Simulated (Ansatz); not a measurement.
H4OSiSn, SMILES [O]1[SiH2][SnH2]1, a relaxed scan of one distance

Program: Ansatz 0.2.0, Python API.

Run as a notebook:

**Cell 1**
```python
import ansatz
from ase import Atoms
import numpy as np
```

**Cell 2**
```python
atoms = Atoms(['O', 'Si', 'Sn', 'H', 'H', 'H', 'H'], positions=[
    (0.0147, -1.2186, 0.3522),
    (-0.6267, -0.3925, -1.0509),
    (0.537, 0.6658, 0.86),
    (-2.0177, -0.3117, -1.0392),
    (0.1912, -0.7321, -2.2468),
    (-0.3833, 1.2058, 2.244),
    (2.3461, 0.7152, 0.8351),
])
molecule = ansatz.Crystal.molecule_from_ase(atoms)
```

**Cell 3**
```python
base = molecule.calculation()
base = base.basis(gaussian='def2-SVP')
base = base.functional('PBE', dispersion='d3bj')
symbols = [site.symbol for site in molecule.cartesian_sites]
pairs = [(0, 1), (0, 2), (1, 2), (1, 3), (1, 4), (2, 5)]
print('held (A)   E (eV)        ', '  '.join(f'{symbols[i]}{i}-{symbols[j]}{j}' for i, j in pairs))
for length in [1.37, 1.49, 1.61, 1.79, 2.01]:
    r = base.relax(constraints=[ansatz.DistanceConstraint((1, 4), at=length)], force_tolerance=0.02, max_steps=60).run(threads=1, backend='cpu').report
    xyz = np.array(r['positions_ang'])
    print(f'{length:6.2f} {r["free_energy_ev"]:14.5f}  ', '  '.join(f'{np.linalg.norm(xyz[i] - xyz[j]):.3f}' for i, j in pairs))
```
Output:
```text
held (A)   E (eV)         O0-Si1  O0-Sn2  Si1-Sn2  Si1-H3  Si1-H4  Sn2-H5
DeckWarning: relax.constraints: the input's atoms, or those drawn, lie off the distances that are held; a relaxation that starts there is brought onto them ahead of its first SCF, by positions alone, [...]
  1.37   -15810.01938   1.652  2.221  2.510  1.505  1.370  1.737
  1.49   -15810.20262   1.651  2.223  2.508  1.505  1.490  1.736
  1.61   -15810.12642   1.650  2.225  2.507  1.504  1.610  1.737
  1.79   -15809.76379   1.648  2.229  2.505  1.506  1.790  1.737
  2.01   -15809.16277   1.646  2.233  2.503  1.507  2.010  1.736
```

What to keep in mind:
- Total energies depend on the basis set; only differences at equal settings carry meaning.
- Warnings are shown shortened and without file and line.
- The energies are electronic: no zero-point or thermal terms, and the basis set is short of its limit.
- def2 sets replace the cores of elements past krypton by effective core potentials.
- Finished in 83 s on 1 thread of Arm Neoverse V2, on a shared host, peak memory 0.22 GiB.
